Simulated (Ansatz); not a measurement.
**C₂H₅AlSi: basis-set convergence**

The task here is to estimate one member of a computed series from the others.

Program: Ansatz 0.2.0, Gaussian basis. Level of theory: one geometry, several basis sets. These are calculated values, not measurements.

Levels to be run: PBE0-D4/def2-SVP; ωB97M-V/def2-SVP; PBE0-D4/def2-QZVPP; ωB97M-V/def2-QZVPP; the functionals' def2-TZVPP values are taken from earlier runs.

## Structure used throughout

All runs share one geometry, relaxed beforehand with PBE0-D4 in a triple-zeta def2 set.

SMILES `C=[C]1[AlH][SiH2]1`, 9 atoms, charge 0, spin multiplicity 1.

Atoms are counted from 1 here; the program's logs count them from 0.

Bond lengths: C1–C2 1.335 Å, C1–H5 1.091 Å, C1–H6 1.090 Å, C2–Al3 1.931 Å, C2–Si4 1.894 Å, Al3–Si4 2.353 Å, Al3–H7 1.584 Å, Si4–H8 1.492 Å, Si4–H9 1.493 Å. Angles: C2–C1–H5 122.8°, C2–C1–H6 122.2°, H5–C1–H6 115.0°, C1–C2–Al3 137.8°, C1–C2–Si4 134.3°, Al3–C2–Si4 75.9°, C2–Al3–Si4 51.3°, C2–Al3–H7 143.3°, Si4–Al3–H7 164.7°, C2–Si4–Al3 52.8°, C2–Si4–H8 110.3°, C2–Si4–H9 120.9°, Al3–Si4–H8 113.5°, Al3–Si4–H9 135.5°, H8–Si4–H9 109.3°.

As a file:

```xyz
9

C    -0.7278    1.2067   -0.8475
C    -0.1719    0.0650   -0.4340
Al    1.5899   -0.7216   -0.3517
Si   -0.1697   -0.8892    1.2015
H    -1.5058    1.7237   -0.2832
H    -0.4353    1.6902   -1.7794
H     2.9979   -0.7622   -1.0755
H    -0.9634   -2.1452    1.0682
H    -0.5254   -0.2138    2.4845
```

The first run:

The input, in.yaml:

```yaml
crystal:
  periodic: [false, false, false]
  atoms:
    - {symbol: C, position_ang: [-0.727774, 1.206697, -0.847547]}
    - {symbol: C, position_ang: [-0.171868, 0.065015, -0.434044]}
    - {symbol: Al, position_ang: [1.589869, -0.721560, -0.351680]}
    - {symbol: Si, position_ang: [-0.169658, -0.889203, 1.201451]}
    - {symbol: H, position_ang: [-1.505835, 1.723745, -0.283191]}
    - {symbol: H, position_ang: [-0.435272, 1.690225, -1.779357]}
    - {symbol: H, position_ang: [2.997864, -0.762182, -1.075527]}
    - {symbol: H, position_ang: [-0.963374, -2.145221, 1.068223]}
    - {symbol: H, position_ang: [-0.525353, -0.213815, 2.484473]}
basis:
  gaussian: {orbitals: def2-SVP}
hamiltonian: {xc: pbe0, dispersion: d4}
output: {orbitals: {seedname: orbitals}}
```

The run is started by

```bash
ansatz run in.yaml --threads 2 --pin off --events-out ev --progress --plain --max-ram 4352MiB
```

Steps of the session up to this table: PBE0-D4 in def2-SVP; ωB97M-V in def2-SVP; PBE0-D4 in def2-QZVPP; ωB97M-V in def2-QZVPP.

One table of the session follows, with a row left open; its other results are not shown here.

It belongs to the step «Functionals by basis». 

| functional | basis | HOMO (eV) | LUMO (eV) |
| --- | --- | --- | --- |
| PBE0-D4 | def2-SVP | -6.30 | -2.10 |
| PBE0-D4 | def2-TZVPP | -6.31 | -2.14 |
| PBE0-D4 | def2-QZVPP | ? | ? |
| ωB97M-V | def2-SVP | -8.19 | -0.29 |
| ωB97M-V | def2-TZVPP | -8.23 | -0.38 |
| ωB97M-V | def2-QZVPP | -8.24 | -0.45 |

**Question.** Estimate the row for PBE0-D4, def2-QZVPP.

As computed: HOMO (eV): -6.31; LUMO (eV): -2.16.
